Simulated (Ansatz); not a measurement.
**CH2F3Si (SMILES [CH2][Si](F)(F)F) at U-r2SCAN0/def2-SVP**

What is the electronic atomisation energy of CH2F3Si at U-r2SCAN0/def2-SVP? 

Program for the calculation: Ansatz 0.2.0.

64 further runs of the same task are left out: 64 set aside as unsound or not needed.

**1. The system as given**

CH2F3Si: 7 atoms, total charge 0, spin state doublet. As SMILES, `[CH2][Si](F)(F)F`. Geometry: relaxed at PBE0-D4/def2-TZVP.

Bond lengths: C1–Si2 1.812 Å, Si2–F3 1.577 Å, Si2–F4 1.578 Å, Si2–F5 1.577 Å, C1–H6 1.084 Å, C1–H7 1.084 Å. Angles: C1–Si2–F3 111.1°, C1–Si2–F4 112.7°, C1–Si2–F5 111.2°, F3–Si2–F4 106.8°, F3–Si2–F5 108.2°, F4–Si2–F5 106.7°, Si2–C1–H6 122.2°, Si2–C1–H7 122.2°, H6–C1–H7 115.6°.

**2. A single-point energy at U-r2SCAN0/def2-SVP**

in.yaml

```yaml
crystal:
  periodic: [false, false, false]
  atoms:
    - symbol: C
      position_ang: [-0.691800, 0.401700, 0.763500]
    - symbol: Si
      position_ang: [0.442900, -0.260900, -0.483500]
    - symbol: F
      position_ang: [0.009400, 0.178500, -1.934200]
    - symbol: F
      position_ang: [0.495400, -1.838000, -0.481100]
    - symbol: F
      position_ang: [1.916900, 0.241300, -0.236600]
    - symbol: H
      position_ang: [-1.731100, 0.616200, 0.542200]
    - symbol: H
      position_ang: [-0.380400, 0.593100, 1.784100]
basis:
  gaussian: {orbitals: def2-SVP}
magnetization: {spin_polarized: true, initial_magnetization: 1}
hamiltonian: {xc: {name: r2SCAN0}}
accuracy: high
output: {orbitals: {seedname: orbitals}}
```

Launch:

```sh
$ ansatz run in.yaml --threads 1 --pin off --max-ram 3480MiB --events-out events.jsonl --progress --plain --runs-dir runs
```

The program printed:

```text
Warning: RAYON_NUM_THREADS=1 ignored (pool sized by the plan → 1); use --threads N
Functional definition: r2SCAN0
  name "r2SCAN0"
  parameter a = 0.25
  parameter k0 = 0.174
  parameter k1 = 0.065
  parameter a1 = 4.9479
  exchange = (1 - a)*r2scan_x(k0 = k0, k1 = k1, a1 = a1) + a*exact_x
  correlation = r2scan_c
1745 factors; integrals over basis functions are off by at most 4.0e-9 eV
mean field evaluation 1: about -17081.7758 eV, gradient 3.4e1 eV
mean field evaluation 2: about -17081.1829 eV, gradient 3.8e1 eV
mean field evaluation 4: about -17085.7126 eV, gradient 6.9e-1 eV
mean field evaluation 8: about -17085.8970 eV, gradient 6.6e-2 eV
mean field evaluation 16: about -17085.8971 eV, gradient 1.5e-4 eV
mean field -17085.89709638 eV, -627.8951370550 hartree, gradient 2.9e-8 eV, S^2 0.755154; 0 other end points of the search recorded, 0 dependent functions left out
reference -17085.89709757 eV, -627.8951370988 hartree; 25, 24 occupied and 59, 60 virtual orbitals, 1745 factors
Total energy: -17085.89709757 eV, -627.8951370988 hartree
```

Run time: 20 s. Hardware: 1 thread of Arm Neoverse V2, shared host; peak memory 0.53 GiB.

**3. The C atom**

job.yaml

```yaml
crystal:
  periodic: [false, false, false]
  atoms:
    - {symbol: C, position_ang: [0.000000, 0.000000, 0.000000]}
basis:
  gaussian: {orbitals: def2-SVP}
magnetization: {spin_polarized: true, initial_magnetization: 2}
hamiltonian: {xc: {name: r2SCAN0}}
accuracy: high
```

Run the same way, it converges to -37.78832 Eh (log not shown).

**4. The F atom at the same level**

input.yaml

```yaml
crystal:
  periodic: [false, false, false]
  atoms:
    - {symbol: F, position_ang: [0.000000, 0.000000, 0.000000]}
basis:
  gaussian: {orbitals: def2-SVP}
total_charge: 0
magnetization: {spin_polarized: true, initial_magnetization: 1}
hamiltonian: {xc: {name: r2SCAN0}}
accuracy: high
```

Run the same way, it converges to -99.59319 Eh (log not shown).

**5. The H atom**

molecule.yaml

```yaml
crystal:
  periodic: [false, false, false]
  atoms:
    - {symbol: H, position_ang: [0.000000, 0.000000, 0.000000]}
basis:
  gaussian:
    orbitals: def2-SVP
accuracy: high
hamiltonian:
  xc: {name: r2SCAN0}
magnetization:
  spin_polarized: true
  initial_magnetization: 1
```

Run the same way, it converges to -0.49923 Eh (log not shown).

**6. The Si atom at the same level**

job.yaml

```yaml
crystal:
  periodic: [false, false, false]
  atoms:
    - {symbol: Si, position_ang: [0.000000, 0.000000, 0.000000]}
basis:
  gaussian:
    orbitals: def2-SVP
magnetization:
  spin_polarized: true
  initial_magnetization: 2
accuracy: high
hamiltonian:
  xc: {name: r2SCAN0}
```

Run the same way, it converges to -289.24344 Eh (log not shown).

**7. Results**

Level: U-r2SCAN0/def2-SVP.

```
                                    quantity          value
                      molecule: total energy  -627.89514 Eh
molecule: HOMO energy (highest over α and β)       -8.57 eV
 molecule: LUMO energy (lowest over α and β)       -2.68 eV
                              molecule: ⟨S²⟩          0.755
                        C atom: total energy   -37.78832 Eh
                                C atom: ⟨S²⟩          2.005
                        F atom: total energy   -99.59319 Eh
                                F atom: ⟨S²⟩          0.752
                        H atom: total energy    -0.49923 Eh
                                H atom: ⟨S²⟩          0.750
                       Si atom: total energy  -289.24344 Eh
                               Si atom: ⟨S²⟩          2.006
               electronic atomisation energy      29.534 eV
```

What this shows: Taking the molecule apart into free atoms costs 29.53 eV (2850 kJ/mol), before zero-point energy and without spin-orbit coupling.
